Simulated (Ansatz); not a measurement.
# CH₆ClSbSi: how energies converge with the basis set

The task here is to estimate one member of a computed series from the others.

The runs use Ansatz 0.2.0, Gaussian basis; one geometry, several basis sets.

Levels to be run: PBE0-D4/def2-SVP; ωB97M-V/def2-SVP; PBE0-D4/def2-QZVPP; ωB97M-V/def2-QZVPP; the functionals' def2-TZVPP values are taken from earlier runs.

### Structure used throughout

An earlier PBE0-D4 in a triple-zeta def2 set relaxation fixed the geometry. Sb takes the def2 core potential; no spin-orbit term is included.

SMILES `[CH3][Sb]([SiH3])[Cl]`, 10 atoms, charge 0, spin multiplicity 1.

Atoms are counted from 1 here; the program's logs count them from 0.

Bond lengths: C1–Sb2 2.156 Å, C1–H5 1.089 Å, C1–H6 1.089 Å, C1–H7 1.092 Å, Sb2–Si3 2.583 Å, Sb2–Cl4 2.374 Å, Si3–H8 1.485 Å, Si3–H9 1.486 Å, Si3–H10 1.490 Å. Angles: Sb2–C1–H5 109.9°, Sb2–C1–H6 108.7°, Sb2–C1–H7 108.9°, H5–C1–H6 110.0°, H5–C1–H7 110.0°, H6–C1–H7 109.4°, C1–Sb2–Si3 93.0°, C1–Sb2–Cl4 95.1°, Si3–Sb2–Cl4 92.2°, Sb2–Si3–H8 109.8°, Sb2–Si3–H9 109.5°, Sb2–Si3–H10 109.2°, H8–Si3–H9 110.1°, H8–Si3–H10 109.0°, H9–Si3–H10 109.3°.

Coordinates:

```xyz
10

C    -0.4690    1.6676   -0.0450
Sb   -0.8590   -0.0440    1.2061
Si    1.0111   -1.4448    0.1044
Cl   -2.5176   -0.9711   -0.2172
H    -0.3982    1.3574   -1.0862
H    -1.2826    2.3819    0.0765
H     0.4685    2.1297    0.2711
H     0.8291   -2.8799    0.4418
H     0.9684   -1.2579   -1.3695
H     2.3326   -0.9899    0.6211
```

The first run:

File in.yaml:

```yaml
crystal:
  periodic: [false, false, false]
  atoms:
    - {symbol: C, position_ang: [-0.468993, 1.667641, -0.045043]}
    - {symbol: Sb, position_ang: [-0.859008, -0.044012, 1.206146]}
    - {symbol: Si, position_ang: [1.011053, -1.444790, 0.104373]}
    - {symbol: Cl, position_ang: [-2.517593, -0.971053, -0.217190]}
    - {symbol: H, position_ang: [-0.398232, 1.357391, -1.086208]}
    - {symbol: H, position_ang: [-1.282565, 2.381913, 0.076485]}
    - {symbol: H, position_ang: [0.468477, 2.129663, 0.271072]}
    - {symbol: H, position_ang: [0.829087, -2.879886, 0.441837]}
    - {symbol: H, position_ang: [0.968430, -1.257926, -1.369501]}
    - {symbol: H, position_ang: [2.332646, -0.989939, 0.621129]}
basis:
  gaussian: {orbitals: def2-SVP}
hamiltonian: {xc: pbe0, dispersion: d4}
output: {orbitals: {seedname: orbitals}}
```

Among the steps run: PBE0-D4 in def2-SVP; ωB97M-V in def2-SVP; PBE0-D4 in def2-QZVPP; ωB97M-V in def2-QZVPP.

One table of the session follows, with a row left open; its other results are not shown here.

It belongs to the step «Functionals by basis». 

| functional | basis | HOMO (eV) |
| --- | --- | --- |
| PBE0-D4 | def2-SVP | ? |
| PBE0-D4 | def2-TZVPP | -6.97 |
| PBE0-D4 | def2-QZVPP | -6.99 |
| ωB97M-V | def2-SVP | -8.84 |
| ωB97M-V | def2-TZVPP | -8.95 |
| ωB97M-V | def2-QZVPP | -8.98 |

Q: Estimate the row for PBE0-D4, def2-SVP from the others.

The run gave: HOMO (eV): -6.89. In the column «HOMO (eV)» it is the highest.
